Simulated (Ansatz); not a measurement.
# CH6GaN: the cost of one run

Method: RKS LDA/def2-SVP, in Ansatz 0.2.0.

### 1 Starting point

Bond lengths: Ga1–N2 1.930 Å, N2–H3 1.060 Å, N2–H4 1.060 Å, Ga1–H5 1.570 Å, Ga1–C6 1.980 Å, C6–H7 1.110 Å, C6–H8 1.110 Å, C6–H9 1.110 Å. Angles: Ga1–N2–H3 120.0°, Ga1–N2–H4 120.0°, H3–N2–H4 120.0°, N2–Ga1–H5 120.0°, N2–Ga1–C6 120.0°, H5–Ga1–C6 120.0°, Ga1–C6–H7 109.5°, Ga1–C6–H8 109.5°, Ga1–C6–H9 109.5°, H7–C6–H8 109.4°, H7–C6–H9 109.4°, H8–C6–H9 109.4°.

Coordinates:

```xyz
9

Ga    0.0000    0.0000    0.0000
N     0.0000    0.0000    1.9300
H    -0.8770   -0.2713    2.4600
H     0.8770    0.2713    2.4600
H     1.3596    0.0000   -0.7850
C    -1.7147    0.0000   -0.9900
H    -2.2748   -0.9305   -0.7608
H    -2.3188    0.8797   -0.6846
H    -1.5130    0.0508   -2.0803
```

### 2 Preparing the start

input.yaml reads:

```yaml
crystal:
  periodic: [false, false, false]
  atoms:
    - { symbol: Ga, position_ang: [0.0, 0.0, 0.0] }
    - { symbol: "N", position_ang: [0.0, 0.0, 1.93] }
    - { symbol: H, position_ang: [-0.877, -0.2713, 2.46] }
    - { symbol: H, position_ang: [0.877, 0.2713, 2.46] }
    - { symbol: H, position_ang: [1.3596, 0.0, -0.785] }
    - { symbol: C, position_ang: [-1.7147, 0.0, -0.99] }
    - { symbol: H, position_ang: [-2.2748, -0.9305, -0.7608] }
    - { symbol: H, position_ang: [-2.3188, 0.8797, -0.6846] }
    - { symbol: H, position_ang: [-1.513, 0.0508, -2.0803] }
basis:
  gaussian: { orbitals: def2-SVP }
hamiltonian:
  xc: lda
relax:
  f_tol: 0.02
  max_steps: 40
```

Command:

```bash
$ ansatz run input.yaml --threads 2 --pin off --max-ram 3072MiB --backend cpu --events-out ev --progress --plain --runs-dir out
```

What time and memory should one allow on 2 threads of Arm Neoverse V1, shared host?

About 9.9 s, with a peak of 0.12 GiB.
